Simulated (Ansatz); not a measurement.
# C2H5OSi radical: up Jacob's ladder to CCSD(T)

One table from this session's results is given with a row withheld; the runs are named, their logs left out.

Computed with Ansatz 0.2.0, Gaussian basis. Level: functionals in def2-TZVPP, the program's frozen cores in correlated methods.

Levels to be run: LDA (SPW92), PBE-D4, revPBE-D4, BLYP-D4, r2SCAN-D4, B97M-V, PBE0-D4, B3LYP-D4, r2SCANh-D4, r2SCAN0-D4, HSE06-D4, BHLYP-D4, CAM-B3LYP-D4, LC-ωPBE, ωB97X-V, ωB97M-V, B2PLYP, PBE-QIDH; CCSD(T)/def2-SVP; CCSD(T)/def2-TZVPP; CCSD(T)/def2-QZVPP; extrapolation to the limit; RPA on PBE.

**Structure used throughout**

All runs share one geometry, relaxed beforehand with PBE0-D4 in a triple-zeta def2 set.

SMILES `[CH]=C[SiH2]O`, 9 atoms, charge 0, spin multiplicity 2.

Atoms are counted from 1 here; the program's logs count them from 0.

Bond lengths: C1–C2 1.303 Å, C1–H5 1.082 Å, C2–Si3 1.867 Å, C2–H6 1.098 Å, Si3–O4 1.649 Å, Si3–H7 1.482 Å, Si3–H8 1.486 Å, O4–H9 0.958 Å. Angles: C2–C1–H5 139.7°, C1–C2–Si3 121.3°, C1–C2–H6 120.0°, Si3–C2–H6 118.7°, C2–Si3–O4 111.6°, C2–Si3–H7 110.2°, C2–Si3–H8 107.6°, O4–Si3–H7 104.5°, O4–Si3–H8 112.0°, H7–Si3–H8 110.9°, Si3–O4–H9 117.1°.

Set-up of the first run:

in.yaml reads:

```yaml
crystal:
  periodic: [false, false, false]
  atoms:
    - {symbol: C, position_ang: [-0.159707, 1.134822, -1.516112]}
    - {symbol: C, position_ang: [0.357949, 0.830134, -0.359734]}
    - {symbol: Si, position_ang: [0.229873, -0.897985, 0.336042]}
    - {symbol: O, position_ang: [-0.612107, -0.921437, 1.753279]}
    - {symbol: H, position_ang: [-0.259792, 1.985583, -2.177587]}
    - {symbol: H, position_ang: [0.879586, 1.597252, 0.227114]}
    - {symbol: H, position_ang: [1.574960, -1.407852, 0.693557]}
    - {symbol: H, position_ang: [-0.403165, -1.753419, -0.700770]}
    - {symbol: H, position_ang: [-1.519095, -0.613397, 1.727012]}
basis:
  gaussian: {orbitals: def2-TZVPP}
magnetization: {spin_polarized: true, initial_magnetization: 1}
hamiltonian: {xc: lda}
output: {orbitals: {seedname: orbitals}}
```

Started as:

```sh
$ ansatz run in.yaml --threads 2 --pin off --events-out ev --progress --plain --max-ram 22528MiB --backend cpu
```

Steps of the session up to this table: LDA; PBE-D4 (GGA); revPBE-D4 (GGA); BLYP-D4 (GGA); r2SCAN-D4 (meta-GGA); B97M-V (meta-GGA); B3LYP-D4 (hybrid); r2SCANh-D4 (hybrid); r2SCAN0-D4 (hybrid); HSE06-D4 (hybrid); BHLYP-D4 (hybrid); CAM-B3LYP-D4 (range-separated); LC-ωPBE (range-separated); ωB97X-V (range-separated); ωB97M-V (range-separated); B2PLYP (double hybrid); PBE-QIDH (double hybrid).

One of the session's tables, all rows but one given; the rest of the session is left out.

It belongs to the step «Orbital energies across the functionals». 

| functional | HOMO (eV) | LUMO (eV) | gap (eV) |
| --- | --- | --- | --- |
| LDA (SPW92) | -5.15 | -3.59 | 1.55 |
| PBE-D4 | -5.22 | -3.08 | 2.13 |
| revPBE-D4 | -5.20 | -2.94 | 2.26 |
| BLYP-D4 | -5.06 | -3.14 | 1.92 |
| r2SCAN-D4 | -5.68 | -2.37 | 3.30 |
| B97M-V | -5.52 | -2.87 | 2.64 |
| PBE0-D4 | -6.67 | -1.86 | 4.81 |
| B3LYP-D4 | ? | ? | ? |
| r2SCANh-D4 | -6.21 | -1.97 | 4.24 |
| r2SCAN0-D4 | -7.00 | -1.37 | 5.64 |
| HSE06-D4 | -6.26 | -2.25 | 4.01 |
| BHLYP-D4 | -7.98 | -0.82 | 7.16 |
| CAM-B3LYP-D4 | -8.01 | -0.90 | 7.11 |
| LC-ωPBE | -9.46 | 0.67 | 10.13 |
| ωB97X-V | -8.94 | 0.08 | 9.02 |
| ωB97M-V | -8.68 | -0.06 | 8.63 |

Estimate the missing values for B3LYP-D4.

Worked estimate for «HOMO (eV)». Against the share of exact exchange, BLYP-D4 (0, -5.06), BHLYP-D4 (0.5, -7.98) give a slope of -5.84 per unit share; at 0.2 the line stands at -6.23.

**Answer.** HOMO (eV): -6.37; LUMO (eV): -2.36; gap (eV): 4.00. In «HOMO (eV)» the line misses by +0.14.
